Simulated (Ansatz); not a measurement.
# C₂H₃AlF₂: basis-set convergence

The task here is to estimate one member of a computed series from the others.

Computed with Ansatz 0.2.0, Gaussian basis. Level: one geometry, several basis sets.

The runs, in order: PBE0-D4/def2-SVP; ωB97M-V/def2-SVP; PBE0-D4/def2-QZVPP; ωB97M-V/def2-QZVPP; the functionals' def2-TZVPP values are taken from earlier runs.

### The relaxed structure

All runs share one geometry, relaxed beforehand with PBE0-D4 in a triple-zeta def2 set.

8 atoms, charge 0, spin multiplicity 1.

Atoms are counted from 1 here; the program's logs count them from 0.

Bond lengths: F1–C2 1.315 Å, C2–F3 1.314 Å, C2–C4 1.323 Å, C4–Al5 1.928 Å, C4–H6 1.086 Å, Al5–H7 1.584 Å, Al5–H8 1.582 Å. Angles: F1–C2–F3 108.2°, F1–C2–C4 126.1°, F3–C2–C4 125.6°, C2–C4–Al5 124.4°, C2–C4–H6 113.4°, Al5–C4–H6 122.2°, C4–Al5–H7 117.5°, C4–Al5–H8 120.5°, H7–Al5–H8 122.0°.

Set-up of the first run:

in.yaml

```yaml
crystal:
  periodic: [false, false, false]
  atoms:
    - {symbol: F, position_ang: [1.337697, -0.238157, 2.225363]}
    - {symbol: C, position_ang: [0.666568, -0.429616, 1.110776]}
    - {symbol: F, position_ang: [0.523735, -1.724198, 0.934507]}
    - {symbol: C, position_ang: [0.211116, 0.513581, 0.302290]}
    - {symbol: Al, position_ang: [-0.768827, 0.176592, -1.322996]}
    - {symbol: H, position_ang: [0.442092, 1.519233, 0.640545]}
    - {symbol: H, position_ang: [-1.240482, 1.431461, -2.166965]}
    - {symbol: H, position_ang: [-1.079799, -1.305996, -1.779321]}
basis:
  gaussian: {orbitals: def2-SVP}
hamiltonian: {xc: pbe0, dispersion: d4}
output: {orbitals: {seedname: orbitals}}
```

Started as:

```sh
ansatz run in.yaml --threads 2 --pin off --events-out ev --progress --plain --max-ram 4352MiB
```

Steps of the session up to this table: PBE0-D4 in def2-SVP; ωB97M-V in def2-SVP; PBE0-D4 in def2-QZVPP; ωB97M-V in def2-QZVPP.

One of the session's tables, all rows but one given; the rest of the session is left out.

It belongs to the step «Density functionals: the series». 

```
functional       basis  HOMO (eV)  LUMO (eV)
   PBE0-D4    def2-SVP      -7.90      -1.70
   PBE0-D4  def2-TZVPP          ?          ?
   PBE0-D4  def2-QZVPP      -7.98      -1.77
   ωB97M-V    def2-SVP     -10.09       0.05
   ωB97M-V  def2-TZVPP     -10.18      -0.06
   ωB97M-V  def2-QZVPP     -10.20      -0.21
```

Estimate the missing values for PBE0-D4, def2-TZVPP.

The run gave: HOMO (eV): -7.96; LUMO (eV): -1.74. In the column «HOMO (eV)» it lies between PBE0-D4, def2-QZVPP (-7.98) and PBE0-D4, def2-SVP (-7.90).
